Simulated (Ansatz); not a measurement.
**C7H9N: vertical ionisation energy**

The task here is to estimate one member of a computed series from the others.

The runs use Ansatz 0.2.0, Gaussian basis; unrestricted cation, the program's frozen cores in correlated methods.

The runs, in order: UKS PBE-D4/def2-TZVPP; UKS r2SCAN-D4/def2-TZVPP; UKS PBE0-D4/def2-TZVPP; UKS B3LYP-D4/def2-TZVPP; UKS wB97X-V/def2-TZVPP; UKS wB97M-V/def2-TZVPP; UKS B2PLYP/def2-TZVPP; UHF-CCSD(T)/def2-TZVPP; UHF-MP2/def2-QZVPP; extrapolation to the limit; then −ε(HOMO) from the neutral's earlier runs with LDA (SPW92), PBE-D4, revPBE-D4, BLYP-D4, r2SCAN-D4, B97M-V, PBE0-D4, B3LYP-D4, r2SCANh-D4, r2SCAN0-D4, HSE06-D4, BHLYP-D4, CAM-B3LYP-D4, LC-ωPBE, ωB97X-V, ωB97M-V.

## The geometry

An earlier PBE0-D4 in a triple-zeta def2 set relaxation fixed the geometry.

SMILES `CNc1ccccc1`, 17 atoms, charge 0, spin multiplicity 1.

Atoms are counted from 1 here; the program's logs count them from 0.

Bond lengths: C1–N2 1.436 Å, C1–H9 1.094 Å, C1–H10 1.090 Å, C1–H11 1.099 Å, N2–C3 1.378 Å, N2–H12 1.005 Å, C3–C4 1.397 Å, C3–C8 1.401 Å, C4–C5 1.387 Å, C4–H13 1.083 Å, C5–C6 1.385 Å, C5–H14 1.085 Å, C6–C7 1.390 Å, C6–H15 1.083 Å, C7–C8 1.380 Å, C7–H16 1.084 Å, C8–H17 1.086 Å. Angles: N2–C1–H9 110.8°, N2–C1–H10 108.9°, N2–C1–H11 113.3°, H9–C1–H10 107.4°, H9–C1–H11 107.9°, H10–C1–H11 108.4°, C1–N2–C3 121.5°, C1–N2–H12 115.5°, C3–N2–H12 114.5°, N2–C3–C4 122.0°, N2–C3–C8 119.7°, C4–C3–C8 118.3°, C3–C4–C5 120.3°, C3–C4–H13 120.2°, C5–C4–H13 119.5°, C4–C5–C6 121.1°, C4–C5–H14 118.9°, C6–C5–H14 119.9° and more.

The first run:

Contents of in.yaml:

```yaml
crystal:
  periodic: [false, false, false]
  atoms:
    - {symbol: C, position_ang: [2.479863, -0.678035, -0.583906]}
    - {symbol: N, position_ang: [1.533561, -0.628504, 0.495395]}
    - {symbol: C, position_ang: [0.253265, -0.154483, 0.309616]}
    - {symbol: C, position_ang: [-0.111940, 0.565440, -0.831137]}
    - {symbol: C, position_ang: [-1.399899, 1.063392, -0.961809]}
    - {symbol: C, position_ang: [-2.351666, 0.854362, 0.021854]}
    - {symbol: C, position_ang: [-1.994115, 0.131969, 1.154460]}
    - {symbol: C, position_ang: [-0.714653, -0.364795, 1.300303]}
    - {symbol: H, position_ang: [2.747778, 0.330547, -0.911594]}
    - {symbol: H, position_ang: [3.392463, -1.159233, -0.232108]}
    - {symbol: H, position_ang: [2.110768, -1.230762, -1.459735]}
    - {symbol: H, position_ang: [1.610446, -1.367564, 1.172213]}
    - {symbol: H, position_ang: [0.609748, 0.739538, -1.618982]}
    - {symbol: H, position_ang: [-1.658705, 1.620925, -1.855382]}
    - {symbol: H, position_ang: [-3.355995, 1.244008, -0.089274]}
    - {symbol: H, position_ang: [-2.723747, -0.046672, 1.936673]}
    - {symbol: H, position_ang: [-0.446071, -0.920634, 2.193612]}
basis:
  gaussian: {orbitals: def2-TZVPP}
total_charge: 1
magnetization: {spin_polarized: true, initial_magnetization: 1}
hamiltonian: {xc: pbe, dispersion: d4}
```

The run is started by

```console
$ ansatz run in.yaml --threads 2 --pin off --events-out ev --progress --plain --max-ram 32768MiB --backend cuda --devices 0, --max-vram 18GiB
```

Steps of the session up to this table: Cation, UKS PBE-D4/def2-TZVPP; Cation, UKS r2SCAN-D4/def2-TZVPP; Cation, UKS PBE0-D4/def2-TZVPP; Cation, UKS B3LYP-D4/def2-TZVPP; Cation, UKS wB97X-V/def2-TZVPP; Cation, UKS wB97M-V/def2-TZVPP; Cation, UKS B2PLYP (frozen core)/def2-TZVPP; Cation, UHF-CCSD(T)/def2-TZVPP; Cation, UHF-MP2/def2-QZVPP.

One table of the session follows, with a row left open; its other results are not shown here.

Orbital estimates, from the neutral's runs:

```
  functional  −ε(HOMO) (eV)
 LDA (SPW92)           4.87
      PBE-D4           4.69
   revPBE-D4           4.62
     BLYP-D4           4.53
   r2SCAN-D4           4.85
      B97M-V           4.88
     PBE0-D4           5.69
    B3LYP-D4           5.50
  r2SCANh-D4           5.23
  r2SCAN0-D4           5.81
    HSE06-D4           5.30
    BHLYP-D4           6.55
CAM-B3LYP-D4              ?
     LC-ωPBE           8.10
     ωB97X-V           7.79
     ωB97M-V           7.73
```

Q: Estimate the row for CAM-B3LYP-D4 from the others.

The run gave: −ε(HOMO) (eV): 6.88. In the column «−ε(HOMO) (eV)» it lies between BHLYP-D4 (6.55) and ωB97M-V (7.73).

Caveats from the session: The cation may have settled in a state other than its lowest; no search over hole states beyond the program's own was made.
